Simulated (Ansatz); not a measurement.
# Nb2B: a trial structure relaxed, part 2 of 2

The task: take a trial cell of Nb2B to zero force and stress.

Ansatz 0.2.0; DFT PBE, scalar-relativistic, plane waves, PAW. The steps go on from the part before.

## (5) Final relaxation

The end of the coarse run is made exact in the group found at a tolerance of 0.06 Å and reduced to its primitive cell.

File input.yaml:

```yaml
crystal:
  lattice:
    - [0.0, 2.8170727857, 2.8170727857]
    - [2.8170727857, 0.0, 2.8170727857]
    - [2.8170727857, 2.8170727857, 0.0]
  atoms:
    - { symbol: Nb, position: [0.25, 0.25, 0.25] }
    - { symbol: Nb, position: [0.75, 0.75, 0.75] }
    - { symbol: B, position: [0.0, 0.0, 0.0] }
basis:
  ecutwfc: 420
kpoints:
  mp_grid: { grid: [14, 14, 14] }
hamiltonian:
  xc: pbe
scf:
  occupations: { method: gaussian, width: 0.1 }
output:
  forces: true
  stress: true
  eigenvalues: true
relax:
  adjacent_minimum: "off"
  f_tol: 0.01
  max_steps: 80
  cell: { stress_tol: 0.05 }
```

Launch:

```bash
> ansatz run input.yaml --threads 1 --pin off --max-ram 2560MiB --backend cpu --events-out ev --progress --plain --runs-dir out
```

The program printed (excerpt; [...] marks lines left out):

```text
Warning: RAYON_NUM_THREADS=1 ignored (pool sized by the plan → 1); use --threads N
[...]
Pseudopotentials: kind: paw
Pseudopotential: Nb, paw, valence charge 13, recommended cutoff 420 eV (normal), Nb.paw.azcp
Pseudopotential: B, paw, valence charge 3, recommended cutoff 420 eV (normal), B.paw.azcp
Functional definition: PBE
[...]
Crystal: 3 atoms, lattice volume = 44.712 Å³
Basis set: ecut = 420 eV, 893 PW (Γ), exchange–correlation on 54×54×54 points (8 copies of the dense FFT grid, shifted against one another)
Bands: 19, of which v1, the nominal top of the filled ones, is band 15 counted from 1 (14 counted from 0)
Symmetry: 48 space group operations
Space group: Fm-3m (ITA 225), of the structure as read, at distance tolerance 3.5e-5 Å
k-points: 104 of 2744
[...]
SCF iter   1: F=—  HF=-9260.783267 eV  |F-HF|=—  |Δ(HF+E_count)|=         —  Δρ=4.77e-3  dr2=1.36e-2  ethr=1.77e-3  ⟨swp⟩=5.0  Hψ=8953  notcnv=0
[...]
  atom   3  B     -0.00000000     0.00000000    -0.00000000
[...]
--- Stress (GPa, compression-positive) ---
        0.031543       0.000000      -0.000000
       -0.000000       0.031543      -0.000000
       -0.000000      -0.000000       0.031543
  P = ⅓ Tr σ = 0.0315 GPa (0.315 kbar)
--- Band table (eV; the first three rows and the last of 104) ---
  k-point 0: bands = ["-38.8012", "-38.4259", "-15.1073", "-15.1073", "-15.1073", "-14.3250", "-14.3250", "-14.3250", "7.2842", "11.6665", "11.6665", "11.6665", "13.1675", "13.1675", "18.7906", "20.1142", "20.1142", "20.1142", "22.3966"]
[...]
--- Relaxed structure (1 steps of the walk, 1 accepted, 1 SCFs on fresh bases) ---
  F+E_penalty+E_count = -9260.78052715 eV   max|allowed force component| = 4.318e-17 eV/Å   (the final SCF, on the basis selected at the relaxed cell)
  cell:  # Å, volume = 44.7120 Å³
    - [0.0, 2.8170727857, 2.8170727857]
    - [2.8170727857, 0.0, 2.8170727857]
    - [2.8170727857, 2.8170727857, 0.0]
  atoms:
    - { symbol: Nb, position: [0.25, 0.25, 0.25] }
    - { symbol: Nb, position: [0.75, 0.75, 0.75] }
    - { symbol: B, position: [0.0, 0.0, 0.0] }
```

Wall time 10 s (1 thread of Arm Neoverse V1, shared host); peak memory 0.35 GiB.

Relaxation path:

| step | energy from step 1 (eV/cell) | largest force component (eV/Å) | pressure (GPa) | volume (Å³) |
| --- | --- | --- | --- | --- |
| 1 | 0.0000 | 0.0000 | 0.03 | 44.71 |
| 2 | 0.0000 | 0.0000 | 0.03 | 44.71 |

Step 1 is the start. Step 2 repeats the geometry before it on a plane-wave basis chosen anew for that cell, so its energy need not be comparable with the rows above.

Lengths and angles in the start's conventional setting:

|  | before | after | change |
| --- | --- | --- | --- |
| a (Å) | 5.634 | 5.634 | 0.0 % |
| b (Å) | 5.634 | 5.634 | 0.0 % |
| c (Å) | 5.634 | 5.634 | 0.0 % |
| volume (Å³/atom) | 14.90 | 14.90 | 0.0 % |
| shortest distance (Å) | 2.440 | 2.440 | 0.0 % |
| space group (0.01 Å) | Fm-3m | Fm-3m | same |

The run keeps the 48 symmetry operations of the start, so it could not have lowered the symmetry.

## (6) Changing settings: mp_grid.shift [0.5, 0.5, 0.5], hubbard.sites [{species: Nb, l: d, u_eff: 5.0}], hubbard.double_counting fll, occupations.method fermi_dirac, occupations.width 0.15

File input.yaml:

```yaml
crystal:
  lattice:
    - [0.0, 2.8170727857, 2.8170727857]
    - [2.8170727857, 0.0, 2.8170727857]
    - [2.8170727857, 2.8170727857, 0.0]
  atoms:
    - { symbol: Nb, position: [0.25, 0.25, 0.25] }
    - { symbol: Nb, position: [0.75, 0.75, 0.75] }
    - { symbol: B, position: [0.0, 0.0, 0.0] }
basis:
  ecutwfc: 420
kpoints:
  mp_grid: { grid: [14, 14, 14], shift: [0.5, 0.5, 0.5] }
hamiltonian:
  xc: pbe
  hubbard: { sites: [{ species: Nb, l: d, u_eff: 5.0 }], double_counting: fll }
scf:
  occupations: { method: fermi_dirac, width: 0.15 }
output:
  forces: true
  eigenvalues: true
  stress: true
```

Launch:

```bash
> ansatz run input.yaml --threads 1 --pin off --max-ram 2560MiB --backend cpu --events-out ev --progress --plain --runs-dir out
```

The program printed (excerpt; [...] marks lines left out):

```text
Warning: crystal.symmetry: narrowed to the stabiliser of the k-point mesh — unitary ops 48 → 12; excluded 36 operations that carry a point of the 14×14×14 mesh (shift [0.5, 0.5, 0.5]) off the mesh (the run samples exactly the mesh kpoints.mp_grid names, as under crystal.symmetry.detect: [...]
Warning: RAYON_NUM_THREADS=1 ignored (pool sized by the plan → 1); use --threads N
Nb: projections on atomic orbitals take those of the free atom [Ar 3d10] 4s2 4p6 4d4 5s1, of charge +0.00 (hamiltonian.pseudopotentials.projection_atoms); the dataset's partial waves leave at most 4.9e-6 of an orbital's norm unspanned inside its sphere
B: projections on atomic orbitals take those of the free atom [He] 2s2 2p1, of charge +0.00 (hamiltonian.pseudopotentials.projection_atoms); the dataset's partial waves leave at most 3.0e-9 of an orbital's norm unspanned inside its sphere
[...]
[... 2 set-up lines as earlier in the session ...]
[...]
SCF iter   8: F=-9249.363410 eV  HF=-9249.363410 eV  |F-HF|=1.49e-8  |Δ(HF+E_count)|=   1.21e-9  Δρ=1.49e-5  dr2=7.27e-8  ethr=3.45e-10  ⟨swp⟩=3.8  Hψ=22042  notcnv=0
[...]
SCF converged after 8 iterations
Free energy (F): -9249.363410 eV
[...]
E sigma→0 (E₀):  -9249.320767 eV
Entropy (-TS):   -0.085286 eV (-28.429 meV/atom)
Fermi energy:    16.068586 eV
[...]
--- Forces (eV/Å), atoms counted from 1 ---
  atom   1  Nb     0.00027781     0.00027781     0.00027781
  atom   2  Nb    -0.00027781    -0.00027781    -0.00027781
  atom   3  B     -0.00000000    -0.00000000    -0.00000000
[...]
--- Stress (GPa, compression-positive) ---
        6.860487      -0.003954      -0.003954
       -0.003954       6.860487      -0.003954
       -0.003954      -0.003954       6.860487
  P = ⅓ Tr σ = 6.8605 GPa (68.605 kbar)
--- Band table (eV; the first three rows and the last of 280) ---
  k-point 0: bands = ["-38.9008", "-38.5298", "-15.1933", "-15.1928", "-15.1928", "-14.4197", "-14.4190", "-14.4190", "7.3797", "12.4329", "12.4428", "12.4428", "12.7569", "12.7569", "18.8768", "20.9790", "21.0354", "21.0354", "21.8309"]
[...]
Occupation matrices written to <dir>
```

Wall time 19 s (1 thread of Arm Neoverse V1, shared host); peak memory 0.62 GiB.

| run | ending | energy change | pressure (GPa) | gap (eV) | force (eV/Å) | cycles | time |
| --- | --- | --- | --- | --- | --- | --- | --- |
| step 5 | converged | 0 | 0.0 | 0.00 | 0.00 | - | 10 s |
| variant | converged | +3.82 eV/atom (σ→0) (U changed: no physical gain or loss) | 6.9 | 0.00 | 0.00 | 8 | 19 s |

Changing the k-point mesh, Hubbard U and smearing moves the energy by +3.82 eV/atom (σ→0 values), and the pressure goes from 0.0 to 6.9 GPa. The U term adds an energy of its own, so the shift says nothing about which run is better.

## (7) Results

This closing draws on all 2 parts. Changes of volume or cell count from the first structure of part 1.

```
                              quantity                                                                      value
symmetry at the end (tolerance 0.05 Å)                                                space group Fm-3m (No. 225)
                     conventional cell  a = 5.634 Å, b = 5.634 Å, c = 5.634 Å, α = 90.00°, β = 90.00°, γ = 90.00°
                                volume                                                              14.90 Å³/atom
              energy over the elements                                                              -0.10 eV/atom
                       gap on the mesh                                                               none (metal)
```

**Reading.** The space group Fm-3m (No. 225) is kept, and the volume per atom grows by 10.6 % from the first guess. It lies below the elements, which doesn't yet make it stable: competing phases were not computed in this session. No finished test with a distortion of lower symmetry is shown, so the end may be a saddle point. Other magnetic orders were not searched.
